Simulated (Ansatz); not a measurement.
# GeNH (singlet): B2PLYP, RKS PBE0, RPA-PBE over a scan of the angle Ge1–N2–H3, cc-pVDZ

Aim: run GeNH (singlet) with these functionals over a scan of the angle Ge1–N2–H3, and hold them against the top wave-function level at the same points.

The runs use Ansatz 0.2.0, Gaussian basis; cc-pVDZ, all electrons in the functionals, frozen cores in the correlation of double hybrids and RPA.

Plan: B2PLYP, RKS PBE0, RPA-PBE, at 91.3°; 120.3°; 156.8°; 180.0°.

## (1) The system

The geometry derives from a PBE0/def2-TZVP stationary point (not a proven minimum). One angle is set to the value named; bond lengths are kept. No spin-orbit coupling is included. The filled d shell of Ge may be among the frozen orbitals whatever the setting's name suggests; the logs give the count.

3 atoms, charge 0, spin multiplicity 1.

Atoms are counted from 1 here; the program's logs count them from 0.

Bond lengths: Ge1–N2 1.644 Å, N2–H3 1.003 Å. Angles: Ge1–N2–H3 180.0°.

No dispersion term is added.

The geometry shown and the zero of energy belong to the point 180.0°. The yardstick, RCCSDTQ, and other wave-function levels (R restricted, U unrestricted, valence and pair active spaces) come from earlier runs.

## (2) B2PLYP, 91.3°

in.yaml

```yaml
crystal:
  periodic: [false, false, false]
  atoms:
    - {symbol: Ge, position_ang: [0.188843, 0.000000, 0.209667]}
    - {symbol: N, position_ang: [-0.960665, 0.000000, -0.966224]}
    - {symbol: H, position_ang: [-0.259752, 0.000000, -1.683224]}
basis:
  gaussian: {orbitals: cc-pVDZ}
magnetization: {spin_polarized: true, initial_magnetization: 0}
hamiltonian: {xc: {name: B2PLYP}}
correlation: {electrons: outside_noble_gas}
```

Launch:

```
> ansatz run in.yaml --threads 1 --pin off --events-out ev --progress --plain --max-ram 2816MiB --backend cpu
```

The log of the run:

```text
Functional definition: B2PLYP
  name "B2PLYP"
  cite "Grimme, J. Chem. Phys. 124, 034108 (2006) doi:10.1063/1.2148954"
  cite "Becke, Phys. Rev. A 38, 3098 (1988) doi:10.1103/PhysRevA.38.3098"
  cite "Lee, Yang & Parr, Phys. Rev. B 37, 785 (1988) doi:10.1103/PhysRevB.37.785"
  parameter a = 0.53
  parameter c = 0.27
  exchange = (1 - a)*b88_x + a*exact_x
  correlation = (1 - c)*lyp_c + c*(mp2_os + mp2_ss)
509 factors; integrals over basis functions are off by at most 1.1e-3 eV
mean field evaluation 1: about -57999.5653 eV, gradient 4.0e1 eV
mean field evaluation 2: about -57999.5653 eV, gradient 4.0e1 eV
mean field evaluation 4: about -58006.7661 eV, gradient 5.8e0 eV
mean field evaluation 8: about -58007.0287 eV, gradient 1.9e-1 eV
mean field evaluation 16: about -58007.0293 eV, gradient 2.5e-5 eV
mean field evaluation 32: about -58002.6893 eV, gradient 1.8e1 eV
mean field -58007.02928350 eV, -2131.7190075920 hartree, gradient 2.9e-6 eV, S^2 0.000000; 4 other end points of the search recorded, 0 dependent functions left out
15 core orbitals not correlated: weight in the atoms' cores, before any rotation towards them, 0.994 or more for the frozen orbitals, at most 0.008 for the correlated occupied ones
reference -58007.02938567 eV, -2131.7190113466 hartree; 5, 5 occupied and 26, 26 virtual orbitals, 509 factors
second order -8.85017691 eV of doubles, -0.00000000 eV of singles
Total energy: -58009.41893343 eV, -2131.8068256073 hartree
```

Wall time 2.1 s (1 thread of AMD EPYC 7R13, shared host).

From the report: ⟨S²⟩ of the determinant 0.000 (pure singlet: 0.00).

## (3) B2PLYP, 120.3°

in.yaml

```yaml
crystal:
  periodic: [false, false, false]
  atoms:
    - {symbol: Ge, position_ang: [0.134460, 0.000000, 0.254307]}
    - {symbol: N, position_ang: [-0.684014, 0.000000, -1.171942]}
    - {symbol: H, position_ang: [-0.184949, 0.000000, -2.041599]}
basis:
  gaussian: {orbitals: cc-pVDZ}
magnetization: {spin_polarized: true, initial_magnetization: 0}
hamiltonian: {xc: {name: B2PLYP}}
correlation: {electrons: outside_noble_gas}
```

The command is unchanged.

The log of the run, cut to the lines that bear on the results:

```text
Functional definition: B2PLYP
  name "B2PLYP"
  cite "Grimme, J. Chem. Phys. 124, 034108 (2006) doi:10.1063/1.2148954"
  cite "Becke, Phys. Rev. A 38, 3098 (1988) doi:10.1103/PhysRevA.38.3098"
  cite "Lee, Yang & Parr, Phys. Rev. B 37, 785 (1988) doi:10.1103/PhysRevB.37.785"
[...]
509 factors; integrals over basis functions are off by at most 1.1e-3 eV
[...]
mean field -58007.53244820 eV, -2131.7374985537 hartree, gradient 4.1e-6 eV, S^2 0.000000; 4 other end points of the search recorded, 0 dependent functions left out
15 core orbitals not correlated: weight in the atoms' cores, before any rotation towards them, 0.995 or more for the frozen orbitals, at most 0.006 for the correlated occupied ones
reference -58007.53255353 eV, -2131.7375024243 hartree; 5, 5 occupied and 26, 26 virtual orbitals, 509 factors
second order -9.01801710 eV of doubles, -0.00000000 eV of singles
Total energy: -58009.96741814 eV, -2131.8269820486 hartree
```

Run time: 2.3 s. Hardware: 1 thread of AMD EPYC 7R13, shared host.

From the report: ⟨S²⟩ of the determinant 0.000 (pure singlet: 0.00).

## (4) B2PLYP, 156.8°

in.yaml

```yaml
crystal:
  periodic: [false, false, false]
  atoms:
    - {symbol: Ge, position_ang: [0.153231, 0.000000, 1.401283]}
    - {symbol: N, position_ang: [-0.177424, 0.000000, -0.209541]}
    - {symbol: H, position_ang: [0.024193, 0.000000, -1.191742]}
basis:
  gaussian: {orbitals: cc-pVDZ}
magnetization: {spin_polarized: true, initial_magnetization: 0}
hamiltonian: {xc: {name: B2PLYP}}
correlation: {electrons: outside_noble_gas}
```

The command is unchanged.

The log of the run, cut to the lines that bear on the results:

```text
Functional definition: B2PLYP
  name "B2PLYP"
  cite "Grimme, J. Chem. Phys. 124, 034108 (2006) doi:10.1063/1.2148954"
  cite "Becke, Phys. Rev. A 38, 3098 (1988) doi:10.1103/PhysRevA.38.3098"
  cite "Lee, Yang & Parr, Phys. Rev. B 37, 785 (1988) doi:10.1103/PhysRevB.37.785"
[...]
509 factors; integrals over basis functions are off by at most 1.3e-3 eV
[...]
mean field -58007.84298112 eV, -2131.7489104281 hartree, gradient 1.9e-6 eV, S^2 0.000000; 3 other end points of the search recorded, 0 dependent functions left out
15 core orbitals not correlated: weight in the atoms' cores, before any rotation towards them, 0.993 or more for the frozen orbitals, at most 0.005 for the correlated occupied ones
reference -58007.84308649 eV, -2131.7489143003 hartree; 5, 5 occupied and 26, 26 virtual orbitals, 509 factors
second order -9.18516477 eV of doubles, -0.00000000 eV of singles
Total energy: -58010.32308098 eV, -2131.8400524167 hartree
```

Wall time 2.1 s (1 thread of AMD EPYC 7R13, shared host).

From the report: ⟨S²⟩ of the determinant 0.000 (pure singlet: 0.00).

## (5) B2PLYP, 180.0°

in.yaml

```yaml
crystal:
  periodic: [false, false, false]
  atoms:
    - {symbol: Ge, position_ang: [0.000000, 0.000000, 1.430501]}
    - {symbol: N, position_ang: [0.000000, 0.000000, -0.213910]}
    - {symbol: H, position_ang: [0.000000, 0.000000, -1.216591]}
basis:
  gaussian: {orbitals: cc-pVDZ}
magnetization: {spin_polarized: true, initial_magnetization: 0}
hamiltonian: {xc: {name: B2PLYP}}
correlation: {electrons: outside_noble_gas}
```

The command is unchanged.

The log of the run, cut to the lines that bear on the results:

```text
Functional definition: B2PLYP
  name "B2PLYP"
  cite "Grimme, J. Chem. Phys. 124, 034108 (2006) doi:10.1063/1.2148954"
  cite "Becke, Phys. Rev. A 38, 3098 (1988) doi:10.1103/PhysRevA.38.3098"
  cite "Lee, Yang & Parr, Phys. Rev. B 37, 785 (1988) doi:10.1103/PhysRevB.37.785"
[...]
509 factors; integrals over basis functions are off by at most 1.3e-3 eV
[...]
mean field -58007.90028688 eV, -2131.7510163759 hartree, gradient 2.5e-6 eV, S^2 0.000000; 4 other end points of the search recorded, 0 dependent functions left out
15 core orbitals not correlated: weight in the atoms' cores, before any rotation towards them, 0.993 or more for the frozen orbitals, at most 0.005 for the correlated occupied ones
reference -58007.90039386 eV, -2131.7510203074 hartree; 5, 5 occupied and 26, 26 virtual orbitals, 509 factors
second order -9.21061693 eV of doubles, -0.00000000 eV of singles
Total energy: -58010.38726044 eV, -2131.8424109683 hartree
```

It took 2.4 s on 1 thread of AMD EPYC 7R13, shared host.

From the report: ⟨S²⟩ of the determinant 0.000 (pure singlet: 0.00).

## (6) RKS PBE0, 91.3°

in.yaml

```yaml
crystal:
  periodic: [false, false, false]
  atoms:
    - {symbol: Ge, position_ang: [0.188843, 0.000000, 0.209667]}
    - {symbol: N, position_ang: [-0.960665, 0.000000, -0.966224]}
    - {symbol: H, position_ang: [-0.259752, 0.000000, -1.683224]}
basis:
  gaussian: {orbitals: cc-pVDZ}
hamiltonian: {xc: {name: PBE0}}
```

Launched as before.

The log of the run:

```text
Functional definition: PBE0
  name "PBE0"
  cite "Adamo & Barone, J. Chem. Phys. 110, 6158 (1999) doi:10.1063/1.478522"
  cite "Perdew, Burke & Ernzerhof, Phys. Rev. Lett. 77, 3865 (1996) doi:10.1103/PhysRevLett.77.3865"
  parent pbe
  parameter a = 0.25
  parameter kappa = 0.804
  parameter beta = 0.06672455060314922
  exchange = (1 - a)*pbe_x(kappa = kappa, mu = beta*pi^2/3) + a*exact_x
  correlation = pbe_c(beta = beta)
509 factors; integrals over basis functions are off by at most 1.1e-3 eV
mean field evaluation 1: about -58003.3515 eV, gradient 6.5e1 eV
mean field evaluation 2: about -57923.6388 eV, gradient 1.5e2 eV
mean field evaluation 4: about -58013.0568 eV, gradient 4.1e0 eV
mean field evaluation 8: about -58013.1442 eV, gradient 2.1e-1 eV
mean field evaluation 16: about -58013.1444 eV, gradient 6.0e-6 eV
mean field -58013.14435191 eV, -2131.9437322112 hartree, gradient 6.1e-6 eV, S^2 0.000000; 0 other end points of the search recorded, 0 dependent functions left out
reference -58013.14436893 eV, -2131.9437328365 hartree; 20, 20 occupied and 26, 26 virtual orbitals, 509 factors
Total energy: -58013.14436893 eV, -2131.9437328365 hartree
```

Run time: 0.73 s. Hardware: 1 thread of AMD EPYC 7R13, shared host.

## (7) RKS PBE0, 120.3°

in.yaml

```yaml
crystal:
  periodic: [false, false, false]
  atoms:
    - {symbol: Ge, position_ang: [0.134460, 0.000000, 0.254307]}
    - {symbol: N, position_ang: [-0.684014, 0.000000, -1.171942]}
    - {symbol: H, position_ang: [-0.184949, 0.000000, -2.041599]}
basis:
  gaussian: {orbitals: cc-pVDZ}
hamiltonian: {xc: {name: PBE0}}
```

Same command.

The log of the run:

```text
Functional definition: PBE0
  name "PBE0"
  cite "Adamo & Barone, J. Chem. Phys. 110, 6158 (1999) doi:10.1063/1.478522"
  cite "Perdew, Burke & Ernzerhof, Phys. Rev. Lett. 77, 3865 (1996) doi:10.1103/PhysRevLett.77.3865"
  parent pbe
  parameter a = 0.25
  parameter kappa = 0.804
  parameter beta = 0.06672455060314922
  exchange = (1 - a)*pbe_x(kappa = kappa, mu = beta*pi^2/3) + a*exact_x
  correlation = pbe_c(beta = beta)
509 factors; integrals over basis functions are off by at most 1.1e-3 eV
mean field evaluation 1: about -58003.7582 eV, gradient 6.5e1 eV
mean field evaluation 2: about -57929.9153 eV, gradient 1.4e2 eV
mean field evaluation 4: about -58013.5479 eV, gradient 4.5e0 eV
mean field evaluation 8: about -58013.6432 eV, gradient 3.2e-1 eV
mean field evaluation 16: about -58013.6434 eV, gradient 4.2e-5 eV
mean field -58013.64340848 eV, -2131.9620722020 hartree, gradient 4.2e-5 eV, S^2 0.000000; 0 other end points of the search recorded, 0 dependent functions left out
reference -58013.64342620 eV, -2131.9620728531 hartree; 20, 20 occupied and 26, 26 virtual orbitals, 509 factors
Total energy: -58013.64342620 eV, -2131.9620728531 hartree
```

Run time: 0.67 s. Hardware: 1 thread of AMD EPYC 7R13, shared host.

## (8) RKS PBE0, 156.8°

in.yaml

```yaml
crystal:
  periodic: [false, false, false]
  atoms:
    - {symbol: Ge, position_ang: [0.153231, 0.000000, 1.401283]}
    - {symbol: N, position_ang: [-0.177424, 0.000000, -0.209541]}
    - {symbol: H, position_ang: [0.024193, 0.000000, -1.191742]}
basis:
  gaussian: {orbitals: cc-pVDZ}
hamiltonian: {xc: {name: PBE0}}
```

Launched as before.

The log of the run:

```text
Functional definition: PBE0
  name "PBE0"
  cite "Adamo & Barone, J. Chem. Phys. 110, 6158 (1999) doi:10.1063/1.478522"
  cite "Perdew, Burke & Ernzerhof, Phys. Rev. Lett. 77, 3865 (1996) doi:10.1103/PhysRevLett.77.3865"
  parent pbe
  parameter a = 0.25
  parameter kappa = 0.804
  parameter beta = 0.06672455060314922
  exchange = (1 - a)*pbe_x(kappa = kappa, mu = beta*pi^2/3) + a*exact_x
  correlation = pbe_c(beta = beta)
509 factors; integrals over basis functions are off by at most 1.3e-3 eV
mean field evaluation 1: about -58004.1326 eV, gradient 6.5e1 eV
mean field evaluation 2: about -57935.4093 eV, gradient 1.4e2 eV
mean field evaluation 4: about -58013.8593 eV, gradient 4.6e0 eV
mean field evaluation 8: about -58013.9569 eV, gradient 1.8e-1 eV
mean field evaluation 16: about -58013.9570 eV, gradient 2.4e-5 eV
mean field -58013.95696824 eV, -2131.9735953106 hartree, gradient 2.4e-5 eV, S^2 0.000000; 0 other end points of the search recorded, 0 dependent functions left out
reference -58013.95698612 eV, -2131.9735959673 hartree; 20, 20 occupied and 26, 26 virtual orbitals, 509 factors
Total energy: -58013.95698612 eV, -2131.9735959673 hartree
```

Wall time 0.73 s (1 thread of AMD EPYC 7R13, shared host).

## (9) RKS PBE0, 180.0°

in.yaml

```yaml
crystal:
  periodic: [false, false, false]
  atoms:
    - {symbol: Ge, position_ang: [0.000000, 0.000000, 1.430501]}
    - {symbol: N, position_ang: [0.000000, 0.000000, -0.213910]}
    - {symbol: H, position_ang: [0.000000, 0.000000, -1.216591]}
basis:
  gaussian: {orbitals: cc-pVDZ}
hamiltonian: {xc: {name: PBE0}}
```

The command is unchanged.

The log of the run:

```text
Functional definition: PBE0
  name "PBE0"
  cite "Adamo & Barone, J. Chem. Phys. 110, 6158 (1999) doi:10.1063/1.478522"
  cite "Perdew, Burke & Ernzerhof, Phys. Rev. Lett. 77, 3865 (1996) doi:10.1103/PhysRevLett.77.3865"
  parent pbe
  parameter a = 0.25
  parameter kappa = 0.804
  parameter beta = 0.06672455060314922
  exchange = (1 - a)*pbe_x(kappa = kappa, mu = beta*pi^2/3) + a*exact_x
  correlation = pbe_c(beta = beta)
509 factors; integrals over basis functions are off by at most 1.3e-3 eV
mean field evaluation 1: about -58004.2078 eV, gradient 6.5e1 eV
mean field evaluation 2: about -57936.4102 eV, gradient 1.4e2 eV
mean field evaluation 4: about -58013.9186 eV, gradient 4.6e0 eV
mean field evaluation 8: about -58014.0145 eV, gradient 1.5e-1 eV
mean field evaluation 16: about -58014.0146 eV, gradient 2.0e-5 eV
mean field -58014.01459623 eV, -2131.9757130998 hartree, gradient 1.9e-5 eV, S^2 0.000000; 0 other end points of the search recorded, 0 dependent functions left out
reference -58014.01461449 eV, -2131.9757137710 hartree; 20, 20 occupied and 26, 26 virtual orbitals, 509 factors
Total energy: -58014.01461449 eV, -2131.9757137710 hartree
```

It took 0.67 s on 1 thread of AMD EPYC 7R13, shared host.

## (10) RPA-PBE, 91.3°

in.yaml

```yaml
crystal:
  periodic: [false, false, false]
  atoms:
    - {symbol: Ge, position_ang: [0.188843, 0.000000, 0.209667]}
    - {symbol: N, position_ang: [-0.960665, 0.000000, -0.966224]}
    - {symbol: H, position_ang: [-0.259752, 0.000000, -1.683224]}
basis:
  gaussian: {orbitals: cc-pVDZ}
magnetization: {spin_polarized: true, initial_magnetization: 0}
hamiltonian: {xc: {name: PBE}}
correlation: {method: rpa, electrons: outside_noble_gas}
```

Launched as before.

The log of the run, cut to the lines that bear on the results:

```text
Functional definition: PBE
  name "PBE"
  cite "Perdew, Burke & Ernzerhof, Phys. Rev. Lett. 77, 3865 (1996) doi:10.1103/PhysRevLett.77.3865"
  parent pbe
[...]
509 factors; integrals over basis functions are off by at most 1.1e-3 eV
[...]
mean field -58011.86665643 eV, -2131.8967777683 hartree, gradient 6.2e-6 eV, S^2 0.000000; 0 other end points of the search recorded, 0 dependent functions left out
15 core orbitals not correlated: weight in the atoms' cores, before any rotation towards them, 0.992 or more for the frozen orbitals, at most 0.013 for the correlated occupied ones
reference -57967.80375816 eV, -2130.2774961239 hartree; 5, 5 occupied and 26, 26 virtual orbitals, 509 factors
Total energy: -57978.64292852 eV, -2130.6758282876 hartree
```

It took 1.2 s on 1 thread of AMD EPYC 7R13, shared host.

From the report: ⟨S²⟩ of the determinant 0.000 (pure singlet: 0.00).

## (11) RPA-PBE, 120.3°

in.yaml

```yaml
crystal:
  periodic: [false, false, false]
  atoms:
    - {symbol: Ge, position_ang: [0.134460, 0.000000, 0.254307]}
    - {symbol: N, position_ang: [-0.684014, 0.000000, -1.171942]}
    - {symbol: H, position_ang: [-0.184949, 0.000000, -2.041599]}
basis:
  gaussian: {orbitals: cc-pVDZ}
magnetization: {spin_polarized: true, initial_magnetization: 0}
hamiltonian: {xc: {name: PBE}}
correlation: {method: rpa, electrons: outside_noble_gas}
```

Same command.

The log of the run, cut to the lines that bear on the results:

```text
Functional definition: PBE
  name "PBE"
  cite "Perdew, Burke & Ernzerhof, Phys. Rev. Lett. 77, 3865 (1996) doi:10.1103/PhysRevLett.77.3865"
  parent pbe
[...]
509 factors; integrals over basis functions are off by at most 1.1e-3 eV
[...]
mean field -58012.39396725 eV, -2131.9161560834 hartree, gradient 4.6e-6 eV, S^2 0.000000; 0 other end points of the search recorded, 0 dependent functions left out
15 core orbitals not correlated: weight in the atoms' cores, before any rotation towards them, 0.992 or more for the frozen orbitals, at most 0.009 for the correlated occupied ones
reference -57968.27505312 eV, -2130.2948158939 hartree; 5, 5 occupied and 26, 26 virtual orbitals, 509 factors
Total energy: -57979.19404247 eV, -2130.6960813514 hartree
```

Run time: 1.2 s. Hardware: 1 thread of AMD EPYC 7R13, shared host.

From the report: ⟨S²⟩ of the determinant 0.000 (pure singlet: 0.00).

## (12) RPA-PBE, 156.8°

in.yaml

```yaml
crystal:
  periodic: [false, false, false]
  atoms:
    - {symbol: Ge, position_ang: [0.153231, 0.000000, 1.401283]}
    - {symbol: N, position_ang: [-0.177424, 0.000000, -0.209541]}
    - {symbol: H, position_ang: [0.024193, 0.000000, -1.191742]}
basis:
  gaussian: {orbitals: cc-pVDZ}
magnetization: {spin_polarized: true, initial_magnetization: 0}
hamiltonian: {xc: {name: PBE}}
correlation: {method: rpa, electrons: outside_noble_gas}
```

The command is unchanged.

The log of the run, cut to the lines that bear on the results:

```text
Functional definition: PBE
  name "PBE"
  cite "Perdew, Burke & Ernzerhof, Phys. Rev. Lett. 77, 3865 (1996) doi:10.1103/PhysRevLett.77.3865"
  parent pbe
[...]
509 factors; integrals over basis functions are off by at most 1.3e-3 eV
[...]
mean field -58012.72339179 eV, -2131.9282622120 hartree, gradient 9.6e-6 eV, S^2 0.000000; 0 other end points of the search recorded, 0 dependent functions left out
15 core orbitals not correlated: weight in the atoms' cores, before any rotation towards them, 0.989 or more for the frozen orbitals, at most 0.008 for the correlated occupied ones
reference -57968.57304454 eV, -2130.3057668768 hartree; 5, 5 occupied and 26, 26 virtual orbitals, 509 factors
Total energy: -57979.52696057 eV, -2130.7083158662 hartree
```

It took 1.1 s on 1 thread of AMD EPYC 7R13, shared host.

From the report: ⟨S²⟩ of the determinant 0.000 (pure singlet: 0.00).

## (13) RPA-PBE, 180.0°

in.yaml

```yaml
crystal:
  periodic: [false, false, false]
  atoms:
    - {symbol: Ge, position_ang: [0.000000, 0.000000, 1.430501]}
    - {symbol: N, position_ang: [0.000000, 0.000000, -0.213910]}
    - {symbol: H, position_ang: [0.000000, 0.000000, -1.216591]}
basis:
  gaussian: {orbitals: cc-pVDZ}
magnetization: {spin_polarized: true, initial_magnetization: 0}
hamiltonian: {xc: {name: PBE}}
correlation: {method: rpa, electrons: outside_noble_gas}
```

Launched as before.

The log of the run, cut to the lines that bear on the results:

```text
Functional definition: PBE
  name "PBE"
  cite "Perdew, Burke & Ernzerhof, Phys. Rev. Lett. 77, 3865 (1996) doi:10.1103/PhysRevLett.77.3865"
  parent pbe
[...]
509 factors; integrals over basis functions are off by at most 1.3e-3 eV
[...]
mean field -58012.78385705 eV, -2131.9304842693 hartree, gradient 1.8e-7 eV, S^2 0.000000; 0 other end points of the search recorded, 0 dependent functions left out
15 core orbitals not correlated: weight in the atoms' cores, before any rotation towards them, 0.989 or more for the frozen orbitals, at most 0.007 for the correlated occupied ones
reference -57968.62686011 eV, -2130.3077445624 hartree; 5, 5 occupied and 26, 26 virtual orbitals, 509 factors
Total energy: -57979.58298825 eV, -2130.7103748454 hartree
```

Run time: 1.1 s. Hardware: 1 thread of AMD EPYC 7R13, shared host.

From the report: ⟨S²⟩ of the determinant 0.000 (pure singlet: 0.00).

## (14) The comparison

The yardstick is RCCSDTQ, where the cluster series has nearly closed. It comes from earlier runs at the same points. Energies in kcal/mol, counted from 180.0°; blanks weren't run or aren't comparable.

| level | 91.3° | 120.3° | 156.8° | 180.0° |
| --- | --- | --- | --- | --- |
| RCCSDTQ | 22.6 | 9.8 | 1.5 | 0.0 |
| B2PLYP | 22.3 | 9.7 | 1.5 | 0.0 |
| RKS PBE0 | 20.1 | 8.6 | 1.3 | 0.0 |
| RPA-PBE | 21.7 | 9.0 | 1.3 | 0.0 |

Largest miss and mean time a point (RCCSDTQ took 8.1 s a point; shared hosts):

```
   level  largest miss (kcal/mol)  where  time a point
  B2PLYP                     -0.3  91.3°         2.2 s
RKS PBE0                     -2.5  91.3°         0.7 s
 RPA-PBE                     -0.9  91.3°         1.2 s
```

## (15) Summary of results

```
                 quantity                  value
span of the RCCSDTQ curve          22.6 kcal/mol
     largest miss, B2PLYP  -0.3 kcal/mol (91.3°)
   largest miss, RKS PBE0  -2.5 kcal/mol (91.3°)
    largest miss, RPA-PBE  -0.9 kcal/mol (91.3°)
```

**Reading.** Of the functionals, B2PLYP keep the smallest largest miss at the points compared (at most 0.3 kcal/mol) and RKS PBE0 strays most (2.5 kcal/mol, at 91.3°). Functionals and the yardstick converge differently with the basis, so part of each miss in cc-pVDZ is the basis.
